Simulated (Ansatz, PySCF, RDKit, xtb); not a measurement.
# Solving Si2H6SF+, step by step

Given the formula Si2H6SF+ (charge +1) and nothing else, which arrangement of the atoms is the most stable in the gas at 298.15 K, and what are its properties?

Plan: many cheap relaxations first (GFN2-xTB), then density-functional screening, relaxation at B3LYP/6-31G*, vibrations and a final energy. The numbers are computed, not measured.

7 further runs of the same task are left out: 7 set aside as unsound or not needed.

## Step 1: Possible bonding patterns

A program enumerates the bonding patterns with one Lewis structure each (two rings at most, one unusual centre or charged pair), with their diastereomers. O–O, O–halogen and N–halogen bonds and N–N–N chains are not drawn. That gives 6 candidates.

| label | SMILES | spin |
| --- | --- | --- |
| c070 | F[SiH2][SiH2][SH2+] | singlet |
| c182 | F[SH+][SiH2][SiH3] | singlet |
| c371 | F[Si@H]([SiH3])[SH2+] | singlet |
| c704 | F[S+]([SiH3])[SiH3] | singlet |
| c870 | F[SiH2][SH+][SiH3] | singlet |
| c998 | F[S@H]([SiH2+])[SiH3] | singlet |

Candidates are built by distance geometry, with a force field where one applies, in up to four conformers (letters a to d). 10 starts with atoms placed at random are added, to find patterns that the rules miss.

**Question.** With final energies at CCSD(T)/def2-SVP + MP2/def2-TZVPP - MP2/def2-SVP, which structure will this search put lowest in free energy, and by what margin?

| quantity | value |
| --- | --- |
| lowest structure found | F[SiH2][SH+][SiH3], singlet, C1 |
| next finalist | [SiH3][F+][SiH2]S, singlet, 5.5 kcal/mol higher in G |
| share at equilibrium, among the finalists | 100.0 % |
| harmonic wavenumbers, lowest and highest (B3LYP/6-31G*) | 54 and 2670 cm⁻¹ |
| rotational constants, same geometry | 0.1636, 0.06444, 0.04934 cm⁻¹ |
| HOMO energy (PBE0/def2-TZVPD) | -14.41 eV |
| LUMO energy (PBE0/def2-TZVPD) | -5.95 eV |
| HOMO–LUMO gap (PBE0/def2-TZVPD) | 8.46 eV |
| lowest excitation (TD-B3LYP/def2-SVPD) | 7.01 eV (f = 0.021) |
| strongest of the states computed, same level | 8.09 eV (f = 0.052) |
| lowest triplet excitation, same level, Tamm-Dancoff | 6.52 eV |
| vertical ionisation energy | 16.43 eV |
| vertical recombination energy (electron added) | 4.34 eV |
| vertical triplet less singlet | +6.54 eV |

The search ends on `F[SiH2][SH+][SiH3]`. Among the finalists first place is clear (5.5 kcal/mol); structures outside the list aren't covered. GFN2-xTB, HF/STO-3G, r2SCAN-D4/def2-SVP, B3LYP/6-31G* and MP2/def2-SVP already put its bonding pattern lowest among the structures in one piece; HF/def2-SVP favours the singlet [SiH3][F+][SiH2]S. One minimum inside the window was never screened. The search is not exhaustive (a finite list of starts, one conformer a finalist), so a lower isomer can't be ruled out. Patterns outside the rules of the enumeration were met only by chance.
